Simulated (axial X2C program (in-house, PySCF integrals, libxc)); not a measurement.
# NGaN⁺: bond lengths and stretches, held linear

One table from this session's results is given with a row withheld; the runs are named, their logs left out.

Program: an in-house X2C program for linear molecules on PySCF integrals. Level of theory: all-electron X2C, two-component (2c) or spin-free, N dyall-av3z, Ga dyall-v3z. These are calculated values, not measurements.

All values are calculated.

2 further runs of the same task are left out: 2 set aside as unsound or not needed.

Set-up of the first run:

The input, task.json:

```json
{"zs": [7, 31, 7], "q": 1, "bas": ["dyall-av3z", "dyall-v3z", "dyall-av3z"], "r0": [1.77, 1.77], "symm": 1, "scan": ["PBE0", "HF", "PBE"], "levels": ["PBE0", "HF", "r2SCAN"], "nst": 2}
```

Keys: zs atomic numbers; q charge; bas basis sets; r0 starting distance in Å; symm equal bonds; scan levels of the two-bond scan; levels methods; nst determinants followed.

Started as:

```bash
> python solin.py task.json out
```

Masses N 14.003, Ga 68.926, N 14.003 u.

Steps of the session up to this table: Scan at PBE0, 2c; Scan at PBE, 2c; Scan at PBE0, spin-free.

One of the session's tables, all rows but one given; the rest of the session is left out.

```
          level  lower stretch (cm⁻¹)  upper stretch (cm⁻¹)
       PBE0, 2c                 542.3                 673.6
        PBE, 2c                 500.3                 629.1
PBE0, spin-free                     ?                     ?
 PBE, spin-free                 500.4                 629.2
```

Estimate the missing values for PBE0, spin-free.

**Answer.** lower stretch (cm⁻¹): 542.4; upper stretch (cm⁻¹): 673.7. In the column «lower stretch (cm⁻¹)» it is the highest.

Scans not shown above were run alike.

**Reading.** Over the levels the N–Ga bond spans 1.892 to 1.922 Å and the Ga–N bond 1.892 to 1.922 Å. At PBE0 spin–orbit coupling leaves both bonds unchanged to 0.001 Å. Each state is one determinant, the lowest of a limited PBE0 search; the stretches come from a fit to few points and are good to some per cent at best. The molecule was held linear; bending was not examined, so a bent shape may lie lower. Open-shell Ω = 0 determinants with evenly filled partner blocks cannot be reached by this program, so the Ω shown need not be the lowest component. Note: several unpaired electrons, one determinant need not be a pure state.
